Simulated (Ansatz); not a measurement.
The system is Ta3AsAu2O13.

```
Ta As Au O
1.0
     5.45204    0.00000    0.00000
    -2.72602    4.72161    0.00000
     0.00000    0.00000    9.57902
Ta As Au O
3 1 2 13
Direct
  0.00000 0.00000 0.19408
  0.00000 0.00000 0.80592
  0.66667 0.33333 0.00000
  0.00000 0.00000 0.50000
  0.33333 0.66667 0.27428
  0.33333 0.66667 0.72572
  0.00000 0.00000 0.00000
  0.23947 0.97129 0.36402
  0.02871 0.26818 0.36402
  0.73182 0.76053 0.36402
  0.23947 0.97129 0.63598
  0.02871 0.26818 0.63598
  0.73182 0.76053 0.63598
  0.38452 0.33425 0.85844
  0.66575 0.05026 0.85844
  0.94974 0.61548 0.85844
  0.38452 0.33425 0.14156
  0.66575 0.05026 0.14156
  0.94974 0.61548 0.14156
```

The cell was built by a generator and needn't be a form met in nature.

| Item | Value |
| --- | --- |
| Program | Ansatz 0.2.0 |
| Task | relaxation of cell and atoms |
| Functional | PBEsol |
| Potentials or basis | all-electron PAW datasets made for the crystal |
| k mesh | 4 × 4 × 2 |
| Occupations | fermi-dirac, width 0.05 eV |
| Spin | no spin polarisation |

At the start: volume 12.98 Å³/atom.

Q: How do energy, volume and symmetry change on relaxing?

A: Over 8 steps the energy falls by 12.1 meV/atom and the volume is 12.50 Å³/atom (-3.7 %); space group P-6 (No. 174, to 0.05 Å).

The path:
| step | energy change (eV) | largest force (eV/Å) | volume (Å³) |
| --- | --- | --- | --- |
| 1 | 0.0000 | 0.2818 | 246.59 |
| 2 | -0.2009 | 0.1531 | 236.60 |
| 3 | -0.2160 | 0.1200 | 236.36 |
| 4 | -0.2251 | 0.1486 | 236.70 |
| 5 | -0.2281 | 0.0670 | 237.24 |
| 6 | -0.2293 | 0.0268 | 237.48 |
| 7 | -0.2295 | 0.0090 | 237.52 |
| 8 | -0.2294 | 0.0090 | 237.52 |

Final structure:
```
Ta As Au O
1.0
     5.38112    0.00000    0.00000
    -2.69056    4.66018    0.00000
     0.00000    0.00000    9.47157
Ta As Au O
3 1 2 13
Direct
  0.00000 0.00000 0.19606
  0.00000 0.00000 0.80394
  0.66667 0.33333 0.00000
  0.00000 0.00000 0.50000
  0.33333 0.66667 0.26640
  0.33333 0.66667 0.73360
  0.00000 0.00000 0.00000
  0.23454 0.95728 0.36382
  0.04272 0.27726 0.36382
  0.72274 0.76546 0.36382
  0.23454 0.95728 0.63618
  0.04272 0.27726 0.63618
  0.72274 0.76546 0.63618
  0.38614 0.33965 0.85826
  0.66035 0.04649 0.85826
  0.95351 0.61386 0.85826
  0.38614 0.33965 0.14174
  0.66035 0.04649 0.14174
  0.95351 0.61386 0.14174
```

Caveat: the k mesh is thin for a metal, which can move the energy by tens of meV per atom.
